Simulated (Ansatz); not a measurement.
## HRb: a ladder of basis sets

Computed with Ansatz 0.2.0 through its Python package.

`run_basis.py`
```python
# -*- coding: utf-8 -*-
"""How the energy of HRb converges with the basis."""

import logging
import sys

import ansatz as az
from ase import Atoms

logging.basicConfig(stream=sys.stdout, format="[%(levelname)s] %(message)s")
log = logging.getLogger("calc")
log.setLevel(logging.INFO)


def main():
    atoms = Atoms(["Rb", "H"], positions=[
        [0.0, 0.0, 0.0],
        [0.0, 0.0, 2.38],
    ])
    mol = az.Crystal.molecule_from_ase(atoms)

    setup = mol.calculation().functional("b3lyp")

    energies = {}
    for basis in ["def2-SVP", "def2-SVPD", "def2-TZVP", "def2-TZVPP"]:
        report = setup.basis(gaussian=basis).run().report
        size = report["n_frozen"] + report["n_occupied"][0] + report["n_virtual"][0]
        energies[basis] = (report["reference_energy_ev"] / 27.211386246, report["free_energy_ev"] / 27.211386246)
        log.info(f"{basis:14s} {size:4d} orbitals  reference {energies[basis][0]:14.6f} Ha  total {energies[basis][1]:14.6f} Ha")

    last = energies["def2-TZVPP"][1]
    for basis, (_, total) in energies.items():
        log.info(f"{basis:14s} lies {27.211386 * (total - last):9.4f} eV above def2-TZVPP")


if __name__ == "__main__":
    main()
```

Running `python run_basis.py` prints:
```text
[INFO] def2-SVP         29 orbitals  reference     -24.661959 Ha  total     -24.661959 Ha
[INFO] def2-SVPD        35 orbitals  reference     -24.662210 Ha  total     -24.662210 Ha
[INFO] def2-TZVP        39 orbitals  reference     -24.663765 Ha  total     -24.663765 Ha
[INFO] def2-TZVPP       54 orbitals  reference     -24.664223 Ha  total     -24.664223 Ha
[INFO] def2-SVP       lies    0.0616 eV above def2-TZVPP
[INFO] def2-SVPD      lies    0.0548 eV above def2-TZVPP
[INFO] def2-TZVP      lies    0.0125 eV above def2-TZVPP
[INFO] def2-TZVPP     lies    0.0000 eV above def2-TZVPP
```

Against def2-SVP: def2-SVPD -0.3 mHa, def2-TZVP -1.8 mHa and def2-TZVPP -2.3 mHa. The last step alone is -0.46 mHa (these two sets differ little on atoms other than hydrogen). From the first set to the last the time grows from 0.6 to 0.8 s.

The drop along the ladder measures the basis error, and is no property of the molecule. The geometry is a force-field or estimated start, not a minimum of this method, and the last set is no limit. Much of the fall in a total is atomic energy, which cancels in bond and reaction energies. def2 sets replace the cores of elements past krypton by effective core potentials. b3lyp holds the VWN-RPA fit, as in Gaussian; the form of ORCA and Turbomole is b3lyp5. The whole script took 3.1 s on 1 thread of Arm Neoverse V2, with other jobs on the host, peak memory 0.17 GiB.
